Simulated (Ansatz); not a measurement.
# Cu: the cost of one run

Program: Ansatz 0.2.0. Level of theory: DFT PBE, scalar-relativistic, plane waves, PAW, unless a step names another level. These are calculated values, not measurements.

5 further runs of the same task are left out: 3 that didn't finish, 2 set aside as unsound or not needed.

## Step 1: Starting point

It takes space group Fm-3m (No. 225, cubic). Conventional cell: a = 3.629 Å, b = 3.629 Å, c = 3.629 Å, α = 90.00°, β = 90.00°, γ = 90.00°. Around Cu (site symmetry m-3m) lie 12 Cu at 2.57 Å.

Coordinates:

```cif
data_structure
_symmetry_space_group_name_H-M 'P 1'
_symmetry_Int_Tables_number 1
_cell_length_a 2.5661
_cell_length_b 2.5661
_cell_length_c 2.5661
_cell_angle_alpha 119.983
_cell_angle_beta 119.983
_cell_angle_gamma 90.030
_cell_volume 11.95
loop_
_atom_site_label
_atom_site_type_symbol
_atom_site_fract_x
_atom_site_fract_y
_atom_site_fract_z
_atom_site_occupancy
Cu1 Cu 0.50000 0.50000 0.00000 1
```

It is the end of an earlier relaxation with the same method, from a distorted copy of a database structure. At a tolerance of 0.05 Å it has space group Fm-3m (No. 225); it has 11.95 Å³/atom, an uncorrected energy of +0.00 eV/atom over the standard state.

## Step 2: Electronic structure at the relaxed geometry

input.yaml

```yaml
crystal:
  lattice:
    - [-1.2833956504, 1.2833956504, 1.8140484789]
    - [1.2833956504, -1.2833956504, 1.8140484789]
    - [1.2833956504, 1.2833956504, -1.8140484789]
  atoms:
    - { symbol: Cu, position: [0.5, 0.5, 0.0] }
basis:
  ecutwfc: 420
kpoints:
  mp_grid: { grid: [30, 30, 30] }
  band_path:
    path:
      - [[0.0, 0.0, 0.0], [0.0, 0.0, 0.5], [0.25, 0.25, 0.25], [0.0, 0.5, 0.0], [0.0, 0.0, 0.0], [0.5, 0.5, -0.5], [0.37513055, 0.62486945, -0.37513055]]
      - [[-0.37513055, 0.37513055, 0.37513055], [0.0, 0.0, 0.0]]
      - [[0.0, 0.0, 0.5], [-0.2502611, 0.2502611, 0.5]]
      - [[0.5, 0.5, -0.2502611], [0.5, 0.5, -0.5]]
    npoints: 14
hamiltonian:
  xc: pbe
scf:
  occupations: { method: gaussian, width: 0.1 }
  n_extra_bands: 6
output:
  forces: true
  stress: true
  eigenvalues: true
  populations: true
  dos: { projected: true, de: 0.02, nscf_kmesh: { grid: [36, 36, 36] } }
  bader: true
  write_density: true
  write_potential: true
  elf: true
  volumetric_format: npy
```

Launch:

```bash
$ ansatz run input.yaml --threads 1 --pin off --max-ram 2560MiB --backend cpu --events-out ev --progress --plain --runs-dir out
```

**Question.** How long does this run take on 1 thread of Arm Neoverse V2, shared host, and how much memory does it need?

About 44 s, with a peak of 0.69 GiB.
